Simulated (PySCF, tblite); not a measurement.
**C3H5Cl3OSi: geometry, infrared bands and NMR shifts**

Aim: predict the infrared bands and NMR shifts of C3H5Cl3OSi (`[SiH3]O/C(=C/Cl)C(Cl)Cl`).

The runs use tblite 0.8.0 and PySCF 2.14.0, with density-fitted response routines of our own; the level of theory stands in each step. All values are computed, except where a source is named. Atoms are numbered from 0 throughout.

## (1) The starting structure

13 atoms, charge 0, multiplicity 1; geometry from: force field or distance geometry start.

Bonds of the start (Å): Si0–O1 1.66, O1–C2 1.42, C2–C3 1.34, C3–Cl4 1.72, C2–C5 1.51, C5–Cl6 1.78, C5–Cl7 1.78, Si0–H8 1.48, Si0–H9 1.49, Si0–H10 1.48, C3–H11 1.07, C5–H12 1.09.

## (2) Optimising the geometry with GFN2-xTB

The job: settings as JSON, then the geometry in Å.

```
{"job": {"kind": "relax", "xc": "GFN2-xTB", "basis": "xTB"}, "charge": 0, "multiplicity": 1}
Si    -2.026600     0.475800     0.102600
O     -0.712000     0.263200    -0.895000
C      0.577500     0.093000    -0.327400
C      1.367100     1.179400    -0.264700
Cl     2.976600     1.179200     0.332300
C      1.018000    -1.317900    -0.012400
Cl     0.381300    -2.504600    -1.176600
Cl     0.558500    -1.765200     1.651900
H     -3.170900     0.959700    -0.710400
H     -1.720300     1.496400     1.140000
H     -2.404900    -0.804500     0.749900
H      1.046900     2.160800    -0.553500
H      2.104500    -1.414600    -0.054600
```

On the command line:

```bash
$ OMP_NUM_THREADS=1 python probes_run.py task.json out
```

The driver reads the jobs from task.json and runs them one after another.

**Question.** This job is followed by: GFN2-xTB harmonic vibrations, gas phase; GIAO PBE0/pcSseg-1 NMR shielding, non-relativistic, gas phase. Predict these results of the whole session: strongest single infrared mode (GFN2-xTB); zero-point energy (GFN2-xTB); ¹³C shifts against TMS (PBE0/pcSseg-1); ¹H shifts against TMS (PBE0/pcSseg-1, means over atoms taken as alike); ²⁹Si shifts against TMS (PBE0/pcSseg-1); ¹⁷O shifts against H2O (PBE0/pcSseg-1); ³⁵Cl shifts against HCl (PBE0/pcSseg-1, means over atoms taken as alike).

**Answer**, as computed:

| quantity | value |
| --- | --- |
| strongest single infrared mode (GFN2-xTB) | 822 cm⁻¹, 375 km/mol |
| zero-point energy (GFN2-xTB) | 43.7 kcal/mol |
| ¹³C shifts against TMS (PBE0/pcSseg-1) | 156.0, 114.3, 78.2 ppm |
| ¹H shifts against TMS (PBE0/pcSseg-1, means over atoms taken as alike) | 7.19, 5.76, 5.31 ppm |
| ²⁹Si shifts against TMS (PBE0/pcSseg-1) | -37.2 ppm |
| ¹⁷O shifts against H2O (PBE0/pcSseg-1) | 80.0 ppm |
| ³⁵Cl shifts against HCl (PBE0/pcSseg-1, means over atoms taken as alike) | 268, 145 ppm |

The optimisation took 118 steps and gained 0.364 eV; among the close pairs (by a distance rule), O1–C2 changed most, from 1.419 to 1.329 Å. All 33 modes are real, so the xTB geometry is a minimum. The strongest single mode, at 822 cm⁻¹, is spread over several atoms, H8, H10, H9 among them. Unscaled tight-binding wavenumbers are off by several per cent, some by more. Its intensities can rank the bands wrongly. C5 stands next to heavy halogen, whose spin-orbit shielding this run leaves out, so the computed shift lies too far downfield, most of all for carbon beside Br or I. The most deshielded carbon is C2 (alkene carbon bearing oxygen), at 156.0 ppm: an sp2 carbon further deshielded by the attached heteroatom. The most deshielded hydrogen is H12 (hydrogen on an allylic sp3 CH bonded to 2 Cl), at 7.19 ppm: its carbon carries Cl, hence the downfield position. At PBE0/pcSseg-1: The widest tensor belongs to Cl6, Cl7: span 640 ppm, with a paramagnetic part of -464 ppm.
